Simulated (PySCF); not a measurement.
**A diatomic session: HgF+**

One table from this session's results is given with a row withheld; the runs are named, their logs left out.

The runs use PySCF 2.14.0; Hg def2-SVP with ECP60, F def2-SVP, scalar-relativistic core potentials.

The first run:

A driver script around PySCF takes these settings:

```yaml
atoms: Hg, F
charge: 1
basis: Hg def2-SVP with ECP60, F def2-SVP
Hamiltonian: scalar-relativistic core potentials
basis_functions: 46
electrons_treated: 28
masses_in_u: 201.9706, 18.9984
levels: PBE0, PBE, r²SCAN, B97-3, LDA, PBEsol, ωB97X, HF, MP2, SCS-MP2, CCSD, CCSD(T)
grid: 80 radial by 434 angular points
occupations: held fixed by the projection of orbital angular momentum
dissociation_limit: Hg+ + F, each in its ground configuration
starting_distance_in_angstrom: 2.090
values_of_2S_to_try: 0, 2
```

Command:

```console
OMP_NUM_THREADS=1 python dia.py task.json out
```

Among the steps run: The job; First curve: PBE0; Other states along the same grid; PBE (GGA); r²SCAN (meta-GGA); B97-3; LDA; PBEsol (GGA); ωB97X (range-separated hybrid); RHF (mean field); Adding correlation.

One of the session's tables, all rows but one given; the rest of the session is left out.

Energy (eV) from each level's lowest point:

```
R (Å)    RHF  RHF-MP2  RHF-SCS-MP2  RHF-CCSD  RHF-CCSD(T)
1.666  1.371    1.289        1.341       n/a          n/a
1.743  0.573    0.555        0.588     0.621        0.678
1.821  0.154    0.165        0.184     0.202        0.242
1.879  0.020    0.033        0.042     0.051        0.074
1.937      ?        ?            ?         ?            ?
1.995  0.065    0.040        0.032     0.022        0.000
2.073  0.247    0.173        0.152     0.129        0.067
2.169  0.574    0.415        0.378     0.337        0.210
2.286  1.045    0.756        0.696     0.628        0.404
2.441  1.711    1.209        1.112       n/a          n/a
```

Estimate the missing values for R (Å) = 1.937.

Worked estimate for «RHF». A straight line through the neighbours (1.879, 0.020) and (1.995, 0.065) gives 0.020 + (0.065 − 0.020) × (1.937 − 1.879) / (1.995 − 1.879) = 0.042; a parabola fitted to 4 rows on both sides gives 0.003.

The run gave: RHF: 0.000; RHF-MP2: 0.000; RHF-SCS-MP2: 0.000; RHF-CCSD: 0.000; RHF-CCSD(T): 0.003. In «RHF» the line misses by +0.042 and the parabola by +0.003.
